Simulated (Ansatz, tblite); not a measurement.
**BMe2(CN) (C₃H₆BN): a ladder of methods and basis sets**

The task here is to estimate one member of a computed series from the others.

The runs use Ansatz 0.2.0, Gaussian basis; as each input shows.

Levels to be run: GFN1-xTB, GFN2-xTB, PBE-D4/def2-TZVP, r2SCAN-D4/def2-TZVP, BHLYP-D4/def2-TZVP, CAM-B3LYP-D4/def2-TZVP, HSE06-D4/def2-TZVP, B97M-V/def2-TZVP, r2SCANh-D4/def2-TZVP, revPBE-D4/def2-TZVP, LDA/def2-TZVP, PBE-D4/def2-SVP, PBE0-D4/def2-SVP, HF/STO-3G, HF/6-31G, B3LYP-D4/6-31G, PBE0-D4/def2-TZVPD, PBE-D4/def2-TZVPD, r2SCAN-D4/def2-TZVPD, CCSD(T)/def2-TZVPP, MP2/def2-TZVP, RPA/def2-TZVP.

**The relaxed structure**

The geometry is that of the singlet, from an earlier relaxation (PBE-D4/def2-SVP).

11 atoms, charge 0, spin multiplicity 1.

Bond lengths: B1–C2 1.567 Å, B1–C6 1.567 Å, B1–C10 1.557 Å, C2–H3 1.118 Å, C2–H4 1.107 Å, C2–H5 1.108 Å, C6–H7 1.118 Å, C6–H8 1.107 Å, C6–H9 1.108 Å, C10–N11 1.175 Å. Angles: C2–B1–C6 124.2°, C2–B1–C10 117.9°, C6–B1–C10 117.9°, B1–C2–H3 105.4°, B1–C2–H4 114.0°, B1–C2–H5 114.2°, H3–C2–H4 106.7°, H3–C2–H5 105.2°, H4–C2–H5 110.5°, B1–C6–H7 105.4°, B1–C6–H8 114.0°, B1–C6–H9 114.2°, H7–C6–H8 106.7°, H7–C6–H9 105.2°, H8–C6–H9 110.5°, B1–C10–N11 179.9°.

Coordinates:

```xyz
11
C3H6BN
B    -0.1199   -0.2058    0.0016
C     1.4453   -0.2678   -0.0166
H     1.7474   -0.4576    1.0428
H     1.9304    0.6802   -0.3209
H     1.8600   -1.1186   -0.5935
C    -0.9487    1.1236    0.0114
H    -1.2678    1.2827   -1.0480
H    -0.3639    2.0170    0.3052
H    -1.8907    1.0679    0.5930
C    -0.9018   -1.5522    0.0092
N    -1.4903   -2.5694    0.0158
```

PBE0-D4/def2-TZVP was run before; its log isn't repeated, and its numbers join the tables.

The first run:

Tight binding, by tblite at 300 K electronic temperature and without a spin-polarisation term:

```python
tblite.interface.Calculator('GFN1-xTB', numbers, positions, charge=0, uhf=0).singlepoint()
```

Tight binding, by tblite at 300 K electronic temperature and without a spin-polarisation term:

```python
tblite.interface.Calculator('GFN2-xTB', numbers, positions, charge=0, uhf=0).singlepoint()
```

start.molden holds the orbitals of an earlier run on this state, given as this run's starting guess.

The input, in.yaml:

```yaml
crystal:
  periodic: [false, false, false]
  atoms:
    - {symbol: B, position_ang: [-0.119925, -0.205751, 0.001574]}
    - {symbol: C, position_ang: [1.445325, -0.267788, -0.016584]}
    - {symbol: H, position_ang: [1.747407, -0.457622, 1.042786]}
    - {symbol: H, position_ang: [1.930373, 0.680203, -0.320850]}
    - {symbol: H, position_ang: [1.860023, -1.118552, -0.593533]}
    - {symbol: C, position_ang: [-0.948706, 1.123570, 0.011447]}
    - {symbol: H, position_ang: [-1.267774, 1.282730, -1.048013]}
    - {symbol: H, position_ang: [-0.363871, 2.016987, 0.305223]}
    - {symbol: H, position_ang: [-1.890671, 1.067854, 0.593011]}
    - {symbol: C, position_ang: [-0.901835, -1.552245, 0.009170]}
    - {symbol: N, position_ang: [-1.490345, -2.569397, 0.015779]}
basis:
  gaussian: {orbitals: def2-TZVP, initial_orbitals: start.molden}
hamiltonian: {xc: pbe, dispersion: d4}
scf: {omitted_lower_state_checks: [starts]}
output: {orbitals: {seedname: orbitals}}
```

On the command line:

```
> ansatz run in.yaml --threads 4 --pin off --events-out ev --progress --plain --max-ram 3916MiB
```

Among the steps run: PBE-D4/def2-TZVP; r2SCAN-D4/def2-TZVP; BHLYP-D4/def2-TZVP; CAM-B3LYP-D4/def2-TZVP; HSE06-D4/def2-TZVP; B97M-V/def2-TZVP; r2SCANh-D4/def2-TZVP; revPBE-D4/def2-TZVP; LDA/def2-TZVP; PBE-D4/def2-SVP; PBE0-D4/def2-SVP; HF/STO-3G; HF/6-31G; B3LYP-D4/6-31G; PBE0-D4/def2-TZVPD; PBE-D4/def2-TZVPD; r2SCAN-D4/def2-TZVPD; CCSD(T)/def2-TZVPP; MP2/def2-TZVP; RPA/def2-TZVP.

One table of the session follows, with a row left open; its other results are not shown here.

It belongs to the step «Levels side by side». 

| level | HOMO (eV) | gap (eV) |
| --- | --- | --- |
| HF/STO-3G | -10.52 | 15.67 |
| HF/6-31G | -12.28 | 14.13 |
| LDA/def2-TZVP | -7.97 | 4.57 |
| PBE-D4/def2-SVP | -7.65 | 4.67 |
| PBE-D4/def2-TZVP | -7.80 | 4.65 |
| PBE-D4/def2-TZVPD | -7.82 | 4.64 |
| revPBE-D4/def2-TZVP | -7.73 | 4.69 |
| r2SCAN-D4/def2-TZVP | -8.08 | 5.19 |
| r2SCAN-D4/def2-TZVPD | -8.09 | 5.18 |
| B97M-V/def2-TZVP | -8.10 | 5.30 |
| r2SCANh-D4/def2-TZVP | -8.58 | 6.04 |
| B3LYP-D4/6-31G | -8.74 | 6.69 |
| PBE0-D4/def2-SVP | -9.08 | 7.00 |
| PBE0-D4/def2-TZVP | -9.16 | 6.97 |
| PBE0-D4/def2-TZVPD | -9.17 | 6.96 |
| HSE06-D4/def2-TZVP | ? | ? |
| BHLYP-D4/def2-TZVP | -10.41 | 9.31 |
| CAM-B3LYP-D4/def2-TZVP | -10.59 | 9.54 |

Estimate the missing values for HSE06-D4/def2-TZVP.

As computed: HOMO (eV): -8.75; gap (eV): 6.18. In the column «HOMO (eV)» it lies between PBE0-D4/def2-SVP (-9.08) and B3LYP-D4/6-31G (-8.74).
